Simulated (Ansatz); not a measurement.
# C₃H₁₀OSi: up Jacob's ladder to CCSD(T)

One table from this session's results is given with a row withheld; the runs are named, their logs left out.

The runs use Ansatz 0.2.0, Gaussian basis; functionals in def2-TZVPP, the program's frozen cores in correlated methods.

The runs, in order: PBE-D4, r2SCAN-D4, PBE0-D4, B3LYP-D4, ωB97X-V, ωB97M-V, B2PLYP; CCSD(T)/def2-TZVPP; MP2/def2-QZVPP; extrapolation to the limit.

## The geometry

All runs share one geometry, relaxed beforehand with PBE0-D4 in a triple-zeta def2 set.

SMILES `CCC[SiH2]O`, 15 atoms, charge 0, spin multiplicity 1.

Atoms are counted from 1 here; the program's logs count them from 0.

Bond lengths: C1–C2 1.520 Å, C1–H6 1.094 Å, C1–H7 1.092 Å, C1–H8 1.094 Å, C2–C3 1.529 Å, C2–H9 1.095 Å, C2–H10 1.096 Å, C3–Si4 1.872 Å, C3–H11 1.098 Å, C3–H12 1.096 Å, Si4–O5 1.654 Å, Si4–H13 1.484 Å, Si4–H14 1.492 Å, O5–H15 0.957 Å. Angles: C2–C1–H6 112.0°, C2–C1–H7 111.3°, C2–C1–H8 111.0°, H6–C1–H7 107.6°, H6–C1–H8 107.0°, H7–C1–H8 107.8°, C1–C2–C3 113.7°, C1–C2–H9 109.0°, C1–C2–H10 109.6°, C3–C2–H9 109.3°, C3–C2–H10 109.3°, H9–C2–H10 105.6°, C2–C3–Si4 115.7°, C2–C3–H11 110.2°, C2–C3–H12 109.8°, Si4–C3–H11 107.8°, Si4–C3–H12 106.8°, H11–C3–H12 106.0° and more.

Set-up of the first run:

The input, in.yaml:

```yaml
crystal:
  periodic: [false, false, false]
  atoms:
    - {symbol: C, position_ang: [-1.373845, 0.114635, 1.134583]}
    - {symbol: C, position_ang: [0.127522, 0.350557, 1.159874]}
    - {symbol: C, position_ang: [0.913988, -0.589112, 0.245040]}
    - {symbol: Si, position_ang: [0.568872, -0.417745, -1.586892]}
    - {symbol: O, position_ang: [0.718032, 1.148034, -2.097218]}
    - {symbol: H, position_ang: [-1.797135, 0.275822, 0.138909]}
    - {symbol: H, position_ang: [-1.892022, 0.783565, 1.825358]}
    - {symbol: H, position_ang: [-1.614319, -0.912848, 1.421630]}
    - {symbol: H, position_ang: [0.488570, 0.241570, 2.188029]}
    - {symbol: H, position_ang: [0.341303, 1.388652, 0.881313]}
    - {symbol: H, position_ang: [0.727780, -1.634402, 0.525102]}
    - {symbol: H, position_ang: [1.989364, -0.427293, 0.381950]}
    - {symbol: H, position_ang: [1.576616, -1.188243, -2.357847]}
    - {symbol: H, position_ang: [-0.791972, -0.931243, -1.920482]}
    - {symbol: H, position_ang: [-0.004553, 1.747351, -1.909949]}
basis:
  gaussian: {orbitals: def2-TZVPP}
hamiltonian: {xc: pbe, dispersion: d4}
output: {forces: true, orbitals: {seedname: orbitals}}
```

Launch:

```bash
> ansatz run in.yaml --threads 4 --pin off --events-out ev --progress --plain --max-ram 10444MiB
```

Steps of the session up to this table: PBE-D4 (GGA); r2SCAN-D4 (meta-GGA); PBE0-D4 (hybrid); B3LYP-D4 (hybrid); ωB97X-V (range-separated); ωB97M-V (range-separated); B2PLYP (double hybrid); CCSD(T) in def2-TZVPP; MP2 in def2-QZVPP.

One table of the session follows, with a row left open; its other results are not shown here.

```
            method  atomisation energy (kcal/mol)
            PBE-D4                         1365.8
         r2SCAN-D4                         1354.0
           PBE0-D4                              ?
          B3LYP-D4                         1352.4
           ωB97X-V                         1356.0
           ωB97M-V                         1356.5
            B2PLYP                         1339.1
     HF/def2-TZVPP                         1019.4
    MP2/def2-TZVPP                         1335.8
   CCSD/def2-TZVPP                         1309.6
CCSD(T)/def2-TZVPP                         1324.4
           MP2/CBS                         1366.9
       CCSD(T)/CBS                         1355.4
```

**Question.** Estimate the row for PBE0-D4.

**Answer.** atomisation energy (kcal/mol): 1351.8. In the column «atomisation energy (kcal/mol)» it lies between B2PLYP (1339.1) and B3LYP-D4 (1352.4).
